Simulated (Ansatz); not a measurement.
# AlFH8N2Si: the cost of one run

Method: RKS PBE/cc-pVDZ, in Ansatz 0.2.0.

## Step 1: The system as given

Bond lengths: Al1–F2 2.110 Å, Al1–N3 1.776 Å, Al1–N4 1.776 Å, Al1–H5 1.742 Å, Al1–Si6 2.712 Å, N3–H7 1.010 Å, N3–H8 1.011 Å, N4–H9 1.011 Å, N4–H10 1.011 Å, Si6–H11 1.476 Å, Si6–H12 1.474 Å, Si6–H13 1.473 Å. Angles (14 of 22 angles, heavy atoms first): F2–Al1–N3 108.7°, F2–Al1–N4 111.1°, F2–Al1–Si6 78.4°, N3–Al1–N4 130.4°, N3–Al1–Si6 109.9°, N4–Al1–Si6 106.1°, F2–Al1–H5 35.1°, N3–Al1–H5 114.5°, N4–Al1–H5 115.1°, H5–Al1–Si6 43.3°, Al1–N3–H7 126.1°, Al1–N3–H8 125.7°, Al1–N4–H9 124.4°, Al1–N4–H10 127.4°.

Structure file:

```xyz
13

Al   -0.4500    0.5789    0.2741
F    -0.7116    1.0595   -1.7640
N     0.5990    1.8040    1.0170
N    -1.8724   -0.2646    0.9209
H    -0.0162    0.1519   -1.3579
Si    1.0636   -1.3196   -0.9343
H     0.7859    1.9077    2.0044
H     1.0442    2.5710    0.5324
H    -2.5949   -0.6847    0.3528
H    -2.1460   -0.3517    1.8900
H     1.5522   -1.8521    0.3532
H     0.4465   -2.4920   -1.5809
H     2.2996   -1.1084   -1.7076
```

## Step 2: A restrained relaxation towards end A

Springs on the bonds that form and break draw the guess towards this end; the thresholds are loose.

Input file input.yaml:

```yaml
crystal:
  periodic: [false, false, false]
  atoms:
    - { symbol: Al, position_ang: [-0.45, 0.5789, 0.2741] }
    - { symbol: F, position_ang: [-0.7116, 1.0595, -1.764] }
    - { symbol: "N", position_ang: [0.599, 1.804, 1.017] }
    - { symbol: "N", position_ang: [-1.8724, -0.2646, 0.9209] }
    - { symbol: H, position_ang: [-0.0162, 0.1519, -1.3579] }
    - { symbol: Si, position_ang: [1.0636, -1.3196, -0.9343] }
    - { symbol: H, position_ang: [0.7859, 1.9077, 2.0044] }
    - { symbol: H, position_ang: [1.0442, 2.571, 0.5324] }
    - { symbol: H, position_ang: [-2.5949, -0.6847, 0.3528] }
    - { symbol: H, position_ang: [-2.146, -0.3517, 1.89] }
    - { symbol: H, position_ang: [1.5522, -1.8521, 0.3532] }
    - { symbol: H, position_ang: [0.4465, -2.492, -1.5809] }
    - { symbol: H, position_ang: [2.2996, -1.1084, -1.7076] }
basis:
  gaussian: { orbitals: cc-pVDZ }
hamiltonian:
  xc: pbe
relax:
  f_tol: 0.15
  max_steps: 25
  restrain:
    - { distance: [0, 5], at: 3.62, k: 30.0 }
    - { distance: [4, 1], at: 2.18, k: 30.0 }
    - { distance: [0, 1], at: 1.78, k: 30.0 }
    - { distance: [4, 5], at: 1.42, k: 30.0 }
```

On the command line:

```console
$ ansatz run input.yaml --threads 2 --pin off --max-ram 3072MiB --backend cpu --events-out ev --progress --plain --runs-dir out
```

Q: Estimate wall time and peak memory on 2 threads of AMD EPYC 9R45 (Zen 5), shared host.

About 8.4 s, with a peak of 0.19 GiB.
